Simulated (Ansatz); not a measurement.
# BGeH4+ (singlet): wave-function methods side by side, cc-pVDZ

How much of the correlation energy of BGeH4+ (singlet) does each wave-function method recover here?

Program: Ansatz 0.2.0, Gaussian basis. Level of theory: cc-pVDZ, core rule «outside noble gas», up to 15 orbitals frozen. These are calculated values, not measurements.

Plan: UHF; CCSD(T) on RHF; BCCD(T) on RHF; CISD; CCSDT(Q) on RHF; CASSCF and MRCISD+Q, 8 electrons in 8 orbitals; CASSCF and NEVPT2, 8 electrons in 8 orbitals.

10 further runs of the same task are left out: 5 that didn't finish, 5 set aside as unsound or not needed.

## Step 1: The geometry

The geometry is a PBE0/def2-TZVP stationary point (not a proven minimum) of the parent state, kept for this charge and spin. No spin-orbit coupling is included. The filled d shell of Ge may be among the frozen orbitals whatever the setting's name suggests; the logs give the count.

6 atoms, charge 1, spin multiplicity 1.

Atoms are counted from 1 here; the program's logs count them from 0.

Bond lengths: Ge1–B2 1.974 Å, Ge1–H3 1.536 Å, Ge1–H4 1.536 Å, B2–H5 1.193 Å, B2–H6 1.193 Å. Angles: B2–Ge1–H3 125.2°, B2–Ge1–H4 125.2°, H3–Ge1–H4 109.7°, Ge1–B2–H5 119.1°, Ge1–B2–H6 119.1°, H5–B2–H6 121.9°.

Geometry (Å):

```xyz
6

Ge    0.0000    0.0000    0.2823
B     0.0000    0.0000   -1.6912
H     0.0000    1.2553    1.1670
H     0.0000   -1.2553    1.1670
H     0.0000    1.0424   -2.2706
H     0.0000   -1.0424   -2.2706
```

## Step 2: UHF

Contents of in.yaml:

```yaml
crystal:
  periodic: [false, false, false]
  atoms:
    - {symbol: Ge, position_ang: [0.000000, 0.000000, 0.282333]}
    - {symbol: B, position_ang: [0.000000, 0.000000, -1.691224]}
    - {symbol: H, position_ang: [0.000000, 1.255258, 1.166980]}
    - {symbol: H, position_ang: [0.000000, -1.255258, 1.166980]}
    - {symbol: H, position_ang: [0.000000, 1.042369, -2.270633]}
    - {symbol: H, position_ang: [0.000000, -1.042369, -2.270633]}
basis:
  gaussian: {orbitals: cc-pVDZ}
total_charge: 1
magnetization: {spin_polarized: true, initial_magnetization: 0}
hamiltonian: {xc: hf}
output: {orbitals: {seedname: orbitals}}
```

The run is started by

```sh
$ ansatz run in.yaml --threads 1 --pin off --events-out ev --progress --plain --max-ram 2393MiB
```

The runs that follow: CCSD(T) on RHF; BCCD(T) on RHF; CISD; CCSDT(Q) on RHF; CASSCF and MRCISD+Q, 8 electrons in 8 orbitals; CASSCF and NEVPT2, 8 electrons in 8 orbitals.

**Question.** What will the summary of the whole plan be? Wanted: RCCSDT(Q) below the RHF energy; RMP2 from RCCSDT(Q); RCCSD from RCCSDT(Q); RCCSD(T) from RCCSDT(Q); NEVPT2 frontier from RCCSDT(Q); MRCISD+Q frontier from RCCSDT(Q); T1 diagnostic.

**Answer**, as computed:

| quantity | value |
| --- | --- |
| RCCSDT(Q) below the RHF energy | -5.2816 eV |
| RMP2 from RCCSDT(Q) | +27.35 kcal/mol |
| RCCSD from RCCSDT(Q) | +2.85 kcal/mol |
| RCCSD(T) from RCCSDT(Q) | +0.59 kcal/mol |
| NEVPT2 frontier from RCCSDT(Q) | +27.12 kcal/mol |
| MRCISD+Q frontier from RCCSDT(Q) | +0.13 kcal/mol |
| levels within 1 kcal/mol (43 meV) | RCCSD(T), BCCD(T), RCCSDT, MRCISD+Q frontier |
| T1 diagnostic | 0.008 |

RCCSD(T) misses by +0.59 kcal/mol, 0.5 % of the correlation energy. Of the multireference levels listed MRCISD+Q frontier comes nearest in total energy (+0.13 kcal/mol), which doesn't show that its space is the better one. These misses are within one basis, not against nature.
